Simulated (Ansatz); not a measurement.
What does this script print? It uses Ansatz 0.2.0 through its Python package.

`bde.py`
```python
"""X-H bond energies of C3H3(-) without relaxation."""

import ansatz

BASIS_SET = "def2-SVP"
XC = "cam_b3lyp"


def energy(molecule, charge=0, unpaired=0):
    calc = molecule.calculation().basis(gaussian=BASIS_SET).functional(XC)
    if charge:
        calc = calc.charge(charge)
    if unpaired:
        calc = calc.spin("collinear", total=unpaired)
    report = calc.run().report
    if report["published_state_doubts"]:
        print("  doubts:", report["published_state_doubts"])
    return report["free_energy_ev"]

def without(molecule, index):
    rest = ansatz.Crystal.molecule()
    for i, site in enumerate(molecule.cartesian_sites):
        if i != index:
            rest = rest.atom(site.symbol, site.position_ang)
    return rest


def main() -> None:
    mol = (
        ansatz.Crystal.molecule()
        .atom("C", [2.4517, -0.0535, 0.059])
        .atom("C", [0.9115, -0.0199, 0.0219])
        .atom("C", [-0.5495, 0.012, -0.0132])
        .atom("H", [-0.9362, -0.7007, -0.7477])
        .atom("H", [-0.9675, -0.2466, 0.9642])
        .atom("H", [-0.91, 1.0087, -0.2842])
    )

    whole = energy(mol, -1)
    hydrogen = energy(ansatz.Crystal.molecule().atom("H", (0, 0, 0)), 0, 1)
    print(f"E(molecule) = {whole:.5f} eV, E(H) = {hydrogen:.5f} eV")
    for index in [5]:
        radical = energy(without(mol, index), -1, 1)
        print(f"H{index}: homolysis {23.060548 * (radical + hydrogen - whole):.1f} kcal/mol")
        anion = energy(without(mol, index), -2)
        print(f"H{index}: loss of a proton {23.060548 * (anion - whole):.1f} kcal/mol")


if __name__ == "__main__":
    main()
```

```console
$ python bde.py
E(molecule) = -3150.22748 eV, E(H) = -13.54842 eV
H5: homolysis 78.2 kcal/mol
H5: loss of a proton 529.2 kcal/mol
```

What to keep in mind:
- Total energies depend on the basis set; only differences at equal settings carry meaning.
- The geometry is a force-field or estimated start, not a minimum of this method, and the basis set is short of its limit. All parts are taken at fixed geometry, without zero-point energy.
- The expectation value of S² is noticeably off S(S+1) in at least one run, so that state is spin-contaminated.
- Anions want diffuse functions, which this basis lacks.
- Run time: 4.5 s on 1 thread of Arm Neoverse V1, on a shared host, peak memory 0.17 GiB.
